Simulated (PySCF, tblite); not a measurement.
**C₂H₆N₂Si₂, a small molecule taken as a stand-in for a surface group (nitride 2-ring): NMR shifts, core binding energies and electronic excitations**

Aim: the NMR shifts, core binding energies and electronic excitations of `C#C[SiH]1N[SiH2]N1`.

Programs: tblite 0.8.0 and PySCF 2.14.0. All values are calculated, for the isolated system unless a continuum is named. Atoms count from 0, parts from 1.

## 1. The system as given

12 atoms, charge 0, multiplicity 1; geometry: distance geometry start.

## 2. Geometry optimisation with GFN2-xTB

Job settings and geometry (Å):

```
{"job": {"kind": "relax", "xc": "GFN2-xTB", "basis": "xTB"}, "charge": 0, "multiplicity": 1}
N      0.181675    -0.283748     0.519534
Si     0.221212     0.175820     2.338300
N     -0.386158     1.868535     1.852202
Si    -0.424395     1.386301     0.089478
C      0.785283     2.310225    -0.891342
C      1.792048     3.032863    -1.654316
H     -0.479573    -1.032367     0.324554
H      1.533019     0.235911     2.806472
H     -0.708821    -0.501184     3.075593
H     -1.266355     2.121105     2.270227
H     -1.752956     1.383286    -0.429264
H      2.555110     3.638039    -2.088549
```

Method: GFN2-xTB geometry optimisation, gas phase.

Launch:

```sh
> OMP_NUM_THREADS=1 python cluster_run.py task.json out
```

This one command runs all jobs of the session in turn.

Output:

```text
step      E/eV     max force
  0    -449.29985   13.580
  1    -451.29866    7.099
  2    -451.61541    3.259
  3    -451.78266    1.717
  4    -451.87866    1.481
  5    -451.91575    1.205
  6    -451.96284    0.900
  7    -451.98736    0.725
  8    -452.04985    0.826
  9    -452.09727    0.783
 10    -452.14431    0.510
 11    -452.16035    0.360
 12    -452.17619    0.363
 13    -452.19493    0.458
 14    -452.21806    0.590
 15    -452.24457    0.563
 16    -452.26420    0.545
 17    -452.28153    0.401
 18    -452.29381    0.467
 19    -452.30963    0.445
 20    -452.27025    1.510
 21    -452.32197    0.191
 22    -452.32544    0.122
 23    -452.32828    0.337
 24    -452.33043    0.075
 25    -452.33114    0.076
 26    -452.33262    0.073
 27    -452.33316    0.074
 28    -452.33417    0.086
 29    -452.33483    0.072
 30    -452.33533    0.067
 31    -452.33565    0.056
 32    -452.33618    0.078
 33    -452.33674    0.086
 34    -452.33728    0.073
 35    -452.33778    0.081
 36    -452.33824    0.062
 37    -452.33856    0.059
 38    -452.33883    0.057
 39    -452.33914    0.056
 40    -452.33948    0.048
 41    -452.33973    0.036
 42    -452.33987    0.033
 43    -452.33994    0.026
 44    -452.34004    0.024
 45    -452.34014    0.024
 46    -452.34021    0.015
 47    -452.34023    0.014
 48    -452.34025    0.015
 49    -452.34030    0.020
 50    -452.34039    0.031
 51    -452.34058    0.046
 52    -452.34087    0.049
 53    -452.34118    0.039
 54    -452.34140    0.031
 55    -452.34155    0.038
 56    -452.34170    0.038
 57    -452.34187    0.030
 58    -452.34199    0.028
 59    -452.34206    0.024
 60    -452.34212    0.024
 61    -452.34219    0.023
 62    -452.34228    0.024
 63    -452.34235    0.019
 64    -452.34238    0.018
 65    -452.34241    0.023
 66    -452.34244    0.048
 67    -452.34248    0.026
 68    -452.34252    0.024
 69    -452.34255    0.006
```

It took 2.9 s on 1 thread of Arm Neoverse N1, shared host.

Relaxation path: (not every step is listed)

```tsv
step	energy from step 0 (eV)	largest force (eV/Å)
0	0.0000	13.5798
2	-2.3156	3.2590
4	-2.5788	1.4811
6	-2.6630	0.9003
8	-2.7500	0.8266
10	-2.8445	0.5093
12	-2.8763	0.3637
14	-2.9182	0.5904
16	-2.9644	0.5449
20	-2.9704	1.5101
24	-3.0306	0.0752
28	-3.0343	0.0856
32	-3.0363	0.0780
36	-3.0384	0.0623
40	-3.0396	0.0482
44	-3.0402	0.0244
48	-3.0404	0.0145
52	-3.0410	0.0488
56	-3.0419	0.0387
60	-3.0423	0.0237
62	-3.0424	0.0244
64	-3.0425	0.0185
66	-3.0426	0.0487
68	-3.0427	0.0239
69	-3.0427	0.0058
```

Distances of close pairs at the start and the end, largest changes first:

```tsv
bond	before (Å)	after (Å)	change (Å)
C4–C5	1.455	1.202	-0.254
N0–Si1	1.876	1.740	-0.137
Si1–N2	1.863	1.740	-0.123
Si1–H8	1.366	1.461	+0.094
N2–Si3	1.828	1.741	-0.087
N0–Si3	1.828	1.741	-0.087
Si1–H7	1.394	1.460	+0.066
Si3–C4	1.811	1.851	+0.040
```

## 3. Optimising the geometry at PBE0-D3(BJ)/def2-SVP

Job settings and geometry (Å):

```
{"job": {"xc": "PBE0", "basis": "def2-SVP", "d3": "d3bj", "grid": 2, "kind": "geom", "shake": 0.01}, "charge": 0, "multiplicity": 1}
N     -0.119067    -1.408199    -0.067890
Si    -0.114983    -1.051678     1.632394
N     -0.666493     0.523200     1.111296
Si    -0.624794     0.199216    -0.593166
C      0.600786     1.130590    -1.574698
C      1.412043     1.749202    -2.211255
H      0.110873    -2.206109    -0.592688
H      1.238517    -1.060022     2.227159
H     -1.110679    -1.782381     2.419132
H     -0.844330     1.360105     1.644942
H     -1.981087     0.241907    -1.216319
H      2.137704     2.276584    -2.761906
```

Output:

```text
step   0  E = -767.54449486  max force = 0.023091
step   1  E = -767.54722742  max force = 0.011027
step   2  E = -767.54905242  max force = 0.007066
step   3  E = -767.55020310  max force = 0.004695
step   4  E = -767.55049654  max force = 0.002569
step   5  E = -767.55068049  max force = 0.001608
step   6  E = -767.55075879  max force = 0.001300
step   7  E = -767.55080071  max force = 0.001301
step   8  E = -767.55083010  max force = 0.001172
step   9  E = -767.55085912  max force = 0.001544
step  10  E = -767.55088609  max force = 0.001576
step  11  E = -767.55091414  max force = 0.001002
step  12  E = -767.55093643  max force = 0.000841
step  13  E = -767.55094701  max force = 0.000471
step  14  E = -767.55094967  max force = 0.000242
optimisation converged
```

Wall time 3.2 min (1 thread of Arm Neoverse N1, shared host); peak memory 0.59 GiB.

Relaxation path:

```tsv
step	energy from step 0 (eV)	largest force component (eV/Å)
0	0.0000	1.1874
1	-0.0744	0.5670
2	-0.1240	0.3633
3	-0.1553	0.2414
4	-0.1633	0.1321
5	-0.1683	0.0827
6	-0.1705	0.0668
7	-0.1716	0.0669
8	-0.1724	0.0603
9	-0.1732	0.0794
10	-0.1739	0.0810
11	-0.1747	0.0515
12	-0.1753	0.0432
13	-0.1756	0.0242
14	-0.1756	0.0124
```

Close pairs (by a distance rule), those that changed most:

```tsv
bond	before (Å)	after (Å)	change (Å)
Si1–H8	1.464	1.497	+0.032
N0–H6	0.982	1.009	+0.026
N0–Si3	1.765	1.741	-0.024
C5–H11	1.053	1.076	+0.023
Si1–H7	1.478	1.497	+0.019
C4–C5	1.203	1.218	+0.015
Si3–C4	1.826	1.840	+0.014
N0–Si1	1.737	1.748	+0.011
```

The final coordinates are the input of the step that follows.

```tsv
at the end point	value
point group (found at 0.08 Å tolerance)	C1
rotational constants (GHz, main isotopes)	5.844, 1.439, 1.387
dipole moment (D)	0.58
```

## 4. Nuclear shieldings: PBE0/pcSseg-1

Job settings and geometry (Å):

```
{"job": {"kind": "nmr", "xc": "PBE0", "basis": "pcSseg-1"}, "charge": 0, "multiplicity": 1}
N      0.015582    -1.433013    -0.022910
Si     0.227667    -0.966252     1.648548
N     -0.559228     0.532291     1.212631
Si    -0.725138     0.080824    -0.459585
C      0.236362     1.096663    -1.654529
C      0.855542     1.768197    -2.459984
H      0.386677    -2.190733    -0.575931
H      1.646763    -0.856701     2.113514
H     -0.499068    -1.800028     2.657107
H     -0.841856     1.345921     1.737090
H     -2.115161     0.020835    -0.994676
H      1.407377     2.361944    -3.167332
```

With the program's defaults for keys left out, this is: GIAO PBE0/pcSseg-1 NMR shielding, non-relativistic, gas phase.

Output:

```text
coarse grid: 11264 points
cycle   1  E = -767.6999887158  dE =  7.143e-01  |g| = 6.605e-01  |ddm| = 3.392e+00
cycle   2  E = -767.6137111404  dE =  8.628e-02  |g| = 8.994e-01  |ddm| = 1.296e+00
cycle   3  E = -767.7902485327  dE = -1.765e-01  |g| = 1.387e-01  |ddm| = 8.260e-01
cycle   4  E = -767.7941616840  dE = -3.913e-03  |g| = 6.754e-02  |ddm| = 1.424e-01
cycle   5  E = -767.7952116815  dE = -1.050e-03  |g| = 2.145e-02  |ddm| = 5.485e-02
cycle   6  E = -767.7953253605  dE = -1.137e-04  |g| = 2.382e-03  |ddm| = 2.070e-02
cycle   7  E = -767.7953268556  dE = -1.495e-06  |g| = 2.716e-04  |ddm| = 2.947e-03
final grid: 100488 points
cycle   8  E = -767.8254377509  dE = -1.539e-05  |g| = 6.769e-03  |ddm| = 2.100e-02
cycle   9  E = -767.8254293491  dE =  8.402e-06  |g| = 9.337e-03  |ddm| = 1.288e-02
cycle  10  E = -767.8254476904  dE = -1.834e-05  |g| = 7.351e-04  |ddm| = 7.329e-03
cycle  11  E = -767.8254478247  dE = -1.343e-07  |g| = 1.591e-04  |ddm| = 9.335e-04
cycle  12  E = -767.8254478311  dE = -6.351e-09  |g| = 2.232e-05  |ddm| = 1.834e-04
cycle  13  E = -767.8254478311  dE = -6.912e-11  |g| = 8.837e-06  |ddm| = 2.926e-05
converged SCF energy = -767.8254478311

GIAO shielding tensors (ppm)
atom      isotropic    diamagn.    paramagn.     s11        s22        s33       span
  0 N      247.396     324.268     -76.872    201.374    253.307    287.508     86.134
  1 Si     367.963     878.703    -510.741    340.081    350.290    413.517     73.437
  2 N      247.049     324.082     -77.033    201.462    252.609    287.075     85.613
  3 Si     389.981     879.445    -489.464    344.907    395.405    429.633     84.726
  4 C       92.431     259.386    -166.955     -9.378     -4.399    291.069    300.447
  5 C       83.422     262.002    -178.580      2.512     10.510    237.244    234.732
  6 H       31.184      31.756      -0.572     24.047     25.684     43.822     19.774
  7 H       25.493      28.506      -3.013     22.555     23.155     30.770      8.216
  8 H       25.593      27.392      -1.799     22.691     22.984     31.104      8.413
  9 H       31.143      31.554      -0.411     23.964     25.533     43.932     19.968
 10 H       25.762      27.216      -1.454     21.989     24.015     31.283      9.294
 11 H       28.816      32.161      -3.345     24.232     24.243     37.973     13.741
```

It took 22 s on 1 thread of Arm Neoverse N1, shared host; peak memory 0.74 GiB.

The references, computed at this level on geometries of the same kind, shield at (ppm): ¹H TMS 31.27, ¹³C TMS 184.4, ²⁹Si TMS 352.0, ¹⁵N NH3 265.7. Their shielding less the atom's gives the shift. The references are single molecules in the gas phase, so shifts against H2O, NH3, PH3, H3PO4 or CFCl3 are not on the usual liquid scales and can be off by tens of ppm. Atoms listed in one row are averaged.

```tsv
atoms	environment	σ (ppm)	δ (ppm)
C5	carbon bonded to C, H	83.4	101.0
C4	carbon bonded to C, Si	92.4	92.0
H7		25.49	5.77
H8		25.59	5.67
H10		25.76	5.50
H11	hydrogen on a carbon bonded to C	28.82	2.45
H9	hydrogen on a nitrogen bonded to 2 Si	31.14	0.12
H6	hydrogen on a nitrogen bonded to 2 Si	31.18	0.08
N0, N2	nitrogen bonded to 2 Si, H	247.2	18.4
Si1		368.0	-16.0
Si3		390.0	-38.0
```

Charges from the same density, by scheme (e):

```tsv
atoms	Mulliken	IAO	Hirshfeld	ESP fit
N0, N2	-0.79	-0.96	-0.34	-0.99
Si1	0.83	1.02	0.40	0.93
Si3	1.00	1.16	0.43	1.00
C4	-0.19	-0.36	-0.16	-0.26
C5	-0.20	-0.18	-0.08	-0.30
```

Mayer bond orders: N0–Si1 0.96, Si1–N2 0.96, N2–Si3 0.96, Si3–C4 0.88, C4–C5 2.54, Si3–N0 0.96.

Ring of atoms N0, Si1, N2, Si3: NICS(0) -9.0, NICS(1) -1.8, NICS(1)zz -0.7 ppm (means of both faces).

## 5. Core-electron binding energies: SCAN, X2C

Same as in step 4 but for these lines:

```diff
@@ -1,2 +1,2 @@
-{"job": {"kind": "nmr", "xc": "PBE0", "basis": "pcSseg-1"}, "charge": 0, "multiplicity": 1}
+{"job": {"kind": "xps", "holes": 5}, "charge": 0, "multiplicity": 1}
 N      0.015582    -1.433013    -0.022910
```

Method: delta-SCF UKS SCAN, pcX-2 on the ionised atom, pcseg-1 elsewhere, spin-free X2C.

Output:

```text
ground state, core basis on atom 1 (Si), 164 functions
  cycle   1  E = -769.34417841  |g| = 7.73e-01
  cycle   2  E = -769.10289001  |g| = 1.23e+00
  cycle   3  E = -769.46192593  |g| = 2.45e-01
  cycle   4  E = -769.47621143  |g| = 1.22e-01
  cycle   5  E = -769.47992506  |g| = 3.78e-02
  cycle   6  E = -769.48032101  |g| = 5.00e-03
  cycle   7  E = -769.48032481  |g| = 1.17e-03
  cycle   8  E = -769.48032894  |g| = 3.66e-04
  E(ground) = -769.51289123 Eh
hole in Si 2p of atom 1
  cycle   1  E = -765.20030144  |g| = 1.24e+00
  cycle   2  E = -763.53861045  |g| = 1.67e+00
  cycle   3  E = -765.01974085  |g| = 8.36e-01
  cycle   4  E = -765.49112649  |g| = 2.32e-01
  cycle   5  E = -765.48545735  |g| = 2.66e-01
  cycle   6  E = -765.51746524  |g| = 1.03e-01
  cycle   7  E = -765.52300002  |g| = 2.38e-02
  cycle   8  E = -765.52328783  |g| = 6.25e-03
  cycle   9  E = -765.52331014  |g| = 1.43e-03
  cycle  10  E = -765.52331170  |g| = 3.86e-04
  E(ion) = -765.56701210 Eh   <S^2> = 0.7520   hole on atom = 1.003   binding energy = 107.373 eV
  2p3/2 = 107.202 eV   2p1/2 = 107.829 eV
ground state, core basis on atom 2 (N), 153 functions
  cycle   1  E = -769.39471111  |g| = 7.64e-02
  cycle   2  E = -769.39467361  |g| = 2.91e-02
  cycle   3  E = -769.39445341  |g| = 4.10e-02
  cycle   4  E = -769.39482263  |g| = 1.62e-02
  cycle   5  E = -769.39489360  |g| = 2.92e-03
  cycle   6  E = -769.39489499  |g| = 3.50e-04
  E(ground) = -769.46685380 Eh
hole in N 1s of atom 2
  cycle   1  E = -753.83264144  |g| = 1.87e+00
  cycle   2  E = -753.06486316  |g| = 2.13e+00
  cycle   3  E = -754.43809326  |g| = 5.01e-01
  cycle   4  E = -754.36070372  |g| = 5.62e-01
  cycle   5  E = -754.54609915  |g| = 1.16e-01
  cycle   6  E = -754.55241021  |g| = 4.56e-02
  cycle   7  E = -754.55336875  |g| = 1.21e-02
  cycle   8  E = -754.55342998  |g| = 5.03e-03
  cycle   9  E = -754.55344598  |g| = 1.01e-03
  cycle  10  E = -754.55344538  |g| = 4.06e-04
  E(ion) = -754.62433276 Eh   <S^2> = 0.7653   hole on atom = 1.000   binding energy = 403.886 eV
ground state, core basis on atom 3 (Si), 164 functions
  cycle   1  E = -769.48199834  |g| = 2.89e-01
  cycle   2  E = -769.48148516  |g| = 6.81e-02
  cycle   3  E = -769.47726314  |g| = 1.37e-01
  cycle   4  E = -769.48214892  |g| = 3.31e-02
  cycle   5  E = -769.48240783  |g| = 3.50e-03
  cycle   6  E = -769.48241084  |g| = 1.05e-03
  cycle   7  E = -769.48241215  |g| = 1.69e-04
  E(ground) = -769.51505819 Eh
hole in Si 2p of atom 3
  cycle   1  E = -765.19400106  |g| = 1.25e+00
  cycle   2  E = -764.59028262  |g| = 1.45e+00
  cycle   3  E = -765.17012142  |g| = 7.80e-01
  cycle   4  E = -765.47354913  |g| = 2.99e-01
  cycle   5  E = -765.51528982  |g| = 9.33e-02
  cycle   6  E = -765.51971520  |g| = 2.41e-02
  cycle   7  E = -765.52001640  |g| = 8.35e-03
  cycle   8  E = -765.52004157  |g| = 4.01e-03
  cycle   9  E = -765.52005151  |g| = 1.16e-03
  cycle  10  E = -765.52005060  |g| = 1.68e-04
  E(ion) = -765.56408057 Eh   <S^2> = 0.7517   hole on atom = 1.003   binding energy = 107.512 eV
  2p3/2 = 107.336 eV   2p1/2 = 107.962 eV
ground state, core basis on atom 4 (C), 153 functions
  cycle   1  E = -769.38179785  |g| = 6.17e-02
  cycle   2  E = -769.38170365  |g| = 3.34e-02
  cycle   3  E = -769.38142949  |g| = 4.59e-02
  cycle   4  E = -769.38192162  |g| = 1.43e-02
  cycle   5  E = -769.38198284  |g| = 2.30e-03
  cycle   6  E = -769.38198257  |g| = 5.13e-04
  cycle   7  E = -769.38198142  |g| = 1.08e-04
  E(ground) = -769.45637510 Eh
hole in C 1s of atom 4
  cycle   1  E = -758.14494820  |g| = 1.51e+00
  cycle   2  E = -752.91447720  |g| = 2.69e+00
  cycle   3  E = -757.79979246  |g| = 1.15e+00
  cycle   4  E = -758.55247336  |g| = 5.81e-01
  cycle   5  E = -758.66197788  |g| = 3.43e-01
  cycle   6  E = -758.71214905  |g| = 1.13e-01
  cycle   7  E = -758.72062721  |g| = 2.31e-02
  cycle   8  E = -758.72127580  |g| = 1.20e-02
  cycle   9  E = -758.72166930  |g| = 7.64e-03
  cycle  10  E = -758.72186847  |g| = 4.72e-03
  cycle  11  E = -758.72191700  |g| = 3.83e-03
  cycle  12  E = -758.72192877  |g| = 2.37e-03
  cycle  13  E = -758.72193302  |g| = 4.48e-04
  E(ion) = -758.79510452 Eh   <S^2> = 0.8666   hole on atom = 1.000   binding energy = 290.108 eV
ground state, core basis on atom 5 (C), 153 functions
  cycle   1  E = -769.38050642  |g| = 6.36e-02
  cycle   2  E = -769.37847870  |g| = 9.24e-02
  cycle   3  E = -769.38008137  |g| = 5.00e-02
  cycle   4  E = -769.38075852  |g| = 2.36e-03
  cycle   5  E = -769.38075950  |g| = 6.05e-04
  cycle   6  E = -769.38076044  |g| = 1.75e-04
  E(ground) = -769.45529717 Eh
hole in C 1s of atom 5
  cycle   1  E = -758.12570977  |g| = 1.50e+00
  cycle   2  E = -753.61063272  |g| = 2.60e+00
  cycle   3  E = -758.03881222  |g| = 1.06e+00
  cycle   4  E = -758.45110544  |g| = 7.05e-01
  cycle   5  E = -758.64680051  |g| = 3.59e-01
  cycle   6  E = -758.69892101  |g| = 1.16e-01
  cycle   7  E = -758.70776165  |g| = 2.76e-02
  cycle   8  E = -758.70847072  |g| = 1.23e-02
  cycle   9  E = -758.70871417  |g| = 7.87e-03
  cycle  10  E = -758.70885017  |g| = 7.30e-03
  cycle  11  E = -758.70891683  |g| = 3.90e-03
  cycle  12  E = -758.70893759  |g| = 1.59e-03
  cycle  13  E = -758.70893992  |g| = 4.15e-04
  E(ion) = -758.78256540 Eh   <S^2> = 0.8564   hole on atom = 1.000   binding energy = 290.420 eV
```

It took 77 s on 1 thread of Arm Neoverse N1, shared host; peak memory 0.47 GiB.

The holes in one table. −ε is the ground-state orbital energy:

```tsv
hole	stands for	environment	ΔSCF (eV; 2p as the shell's mean)	−ε (eV)	⟨S²⟩
Si2p on Si1	Si1		107.41	96.6	0.752
N1s on N2	N0, N2	nitrogen bonded to 2 Si, H	403.89	385.3	0.765
Si2p on Si3	Si3		107.54	96.8	0.752
C1s on C4	C4	carbon bonded to C, Si	290.11 (doubtful)	273.4	0.867
C1s on C5	C5	carbon bonded to C, H	290.42 (doubtful)	273.9	0.856
```

Each hole run stands for the others of its class of like atoms.

Doubtful: the ion did not converge, its hole moved, or its ⟨S²⟩ is well above 0.75.

With the spin-orbit splitting: Si1 2p3/2 107.20, 2p1/2 107.83 eV; Si3 2p3/2 107.34, 2p1/2 107.96 eV. The table gives each 2p level as the mean over the whole 2p shell (two parts 2p3/2, one part 2p1/2), which differs a little from the single hole in the log.

## 6. Excited states and response: CAM-B3LYP/def2-SVPD

Same as in step 5 but for these lines:

```diff
@@ -1,2 +1,2 @@
-{"job": {"kind": "xps", "holes": 5}, "charge": 0, "multiplicity": 1}
+{"job": {"kind": "uv", "xc": "CAM-B3LYP", "basis": "def2-SVPD", "nstates": 6, "ntriplets": 2, "ip": true}, "charge": 0, "multiplicity": 1}
 N      0.015582    -1.433013    -0.022910
```

With the program's defaults for keys left out, this is: TDDFT CAM-B3LYP/def2-SVPD, vertical, gas phase, core orbitals frozen in the response.

Output:

```text
coarse grid: 11264 points
cycle   1  E = -767.7520634204  dE =  7.356e-01  |g| = 6.215e-01  |ddm| = 7.779e+00
cycle   2  E = -767.7320229333  dE =  2.004e-02  |g| = 7.032e-01  |ddm| = 2.075e+00
cycle   3  E = -767.8407162725  dE = -1.087e-01  |g| = 8.119e-02  |ddm| = 7.533e-01
cycle   4  E = -767.8419964335  dE = -1.280e-03  |g| = 4.539e-02  |ddm| = 2.140e-01
cycle   5  E = -767.8424652294  dE = -4.688e-04  |g| = 1.612e-02  |ddm| = 8.334e-02
cycle   6  E = -767.8425294959  dE = -6.427e-05  |g| = 2.190e-03  |ddm| = 3.316e-02
cycle   7  E = -767.8425309307  dE = -1.435e-06  |g| = 2.348e-04  |ddm| = 8.148e-03
final grid: 100488 points
cycle   8  E = -767.9445981221  dE = -1.382e-05  |g| = 2.630e-03  |ddm| = 5.754e-02
cycle   9  E = -767.9445976882  dE =  4.339e-07  |g| = 3.109e-03  |ddm| = 8.716e-03
cycle  10  E = -767.9445997575  dE = -2.069e-06  |g| = 2.006e-04  |ddm| = 3.120e-03
cycle  11  E = -767.9445997679  dE = -1.042e-08  |g| = 8.583e-05  |ddm| = 6.961e-04
cycle  12  E = -767.9445997702  dE = -2.250e-09  |g| = 1.752e-05  |ddm| = 2.925e-04
cycle  13  E = -767.9445997703  dE = -5.684e-11  |g| = 1.360e-05  |ddm| = 5.080e-05
converged SCF energy = -767.9445997703

Static polarisability (au): isotropic 83.404, principal 68.008 74.826 107.379

Singlet excitations
state   eV       nm        f      main configurations
  1   5.6922    217.8   0.03027   H->L 0.78, H-2->L 0.10
  2   5.7098    217.1   0.00574   H-2->L 0.56, H-2->L+3 0.15, H->L 0.14
  3   5.9297    209.1   0.00012   H-1->L 0.85
  4   6.1914    200.3   0.00292   H-3->L 0.44, H-2->L+1 0.21, H-2->L+2 0.10
  5   6.2462    198.5   0.00063   H-3->L+1 0.35, H->L+1 0.26, H-3->L+2 0.19
  6   6.7913    182.6   0.00239   H->L+1 0.63, H-3->L+1 0.17

Triplet excitations (Tamm-Dancoff, eV): 4.7889 5.2158
Vertical ionisation energy (delta-SCF) = 9.3891 eV
```

Wall time 3.5 min (1 thread of Arm Neoverse N1, shared host); peak memory 0.79 GiB.

Frontier orbitals and where they lie:

```tsv
orbital	eV	atoms
HOMO−3	-9.78	C4 41 %, C5 39 %, Si3 6 %
HOMO−2	-9.55	C4 40 %, C5 40 %, Si3 7 %
HOMO−1	-8.93	N0 21 %, N2 21 %, Si1 17 %
HOMO	-8.71	N2 38 %, N0 37 %, Si1 6 %
LUMO	0.26	Si3 18 %, C4 16 %, C5 16 %
LUMO+1	1.06	Si3 22 %, C5 19 %, C4 16 %
LUMO+2	1.51	C5 32 %, Si3 21 %, C4 19 %
```

With each of the 6 states as a Gaussian band of 0.4 eV half-width at 1/e, the curve within the window shown has maxima at 217 nm (ε 1,500) L/(mol cm). Beyond the last state computed it falls off for lack of states. The curve at chosen wavelengths:

| nm | ε (L/mol/cm) |
| --- | --- |
| 175 | 56 |
| 178 | 83 |
| 180 | 98 |
| 183 | 115 |
| 186 | 129 |
| 189 | 146 |
| 191 | 166 |
| 194 | 218 |
| 197 | 308 |
| 199 | 394 |
| 202 | 568 |
| 205 | 788 |
| 208 | 1031 |
| 210 | 1186 |
| 213 | 1376 |
| 216 | 1479 |
| 219 | 1477 |
| 221 | 1419 |
| 224 | 1263 |
| 227 | 1056 |
| 229 | 907 |
| 232 | 689 |
| 235 | 497 |
| 238 | 342 |
| 240 | 260 |
| 243 | 167 |

Ground-state properties from the same run:

```tsv
property	computed
dipole moment (D)	0.57
polarisability (Å³)	12.36
HOMO–LUMO gap (eV)	8.97
−ε(HOMO) (eV)	8.71
```

## 7. Summary of results

| quantity | value |
| --- | --- |
| point group | C1 |
| rotational constants (main isotopes) | 5.84, 1.44, 1.39 GHz |
| ¹³C shifts against TMS (PBE0/pcSseg-1) | 101.0, 92.0 ppm |
| ¹H shifts against TMS (PBE0/pcSseg-1) | 5.77, 5.67, 5.50, 2.45, 0.12, 0.08 ppm |
| ¹⁵N shifts against NH3 (PBE0/pcSseg-1, means over atoms taken as alike) | 18.4 ppm |
| ²⁹Si shifts against TMS (PBE0/pcSseg-1) | -16.0, -38.0 ppm |
| Si2p binding energies, SCAN/pcX-2 | Si3 107.54, Si1 107.41 eV |
| N1s binding energies, SCAN/pcX-2 | N2 403.89 eV |
| lowest singlet (CAM-B3LYP/def2-SVPD) | 5.69 eV (218 nm), f = 0.030 |
| lowest triplet | 4.79 eV |
| vertical ionisation energy (ΔSCF) | 9.39 eV |

**Reading.** The optimisation took 14 steps and gained 0.176 eV; among the close pairs (by a distance rule), Si1–H8 changed most, from 1.464 to 1.497 Å (PBE0/def2-SVP). No frequency check was run at this level, so the end point may be a saddle. At PBE0/pcSseg-1: Shielding is most anisotropic at C4 (span 300 ppm, paramagnetic term -167 ppm). The Si2p levels kept as sound span 0.13 eV, from Si1 up to Si3. The first singlet state (HOMO→LUMO 0.78, HOMO−2→LUMO 0.10) lies at 5.69 eV and is weak; of the 6 states computed, the strongest absorption comes from states 1 to 2 together at 5.69 eV. The lowest triplet lies 0.90 eV below the lowest singlet (triplets in Tamm-Dancoff, singlets in full TDDFT). The orbital energy would give 8.71 eV for ionisation, ΔSCF gives 9.39 eV. A capped cluster stands for the solid here, so long-range fields and strain are missing, and bands or shifts of the capping hydrogens have no counterpart in it.
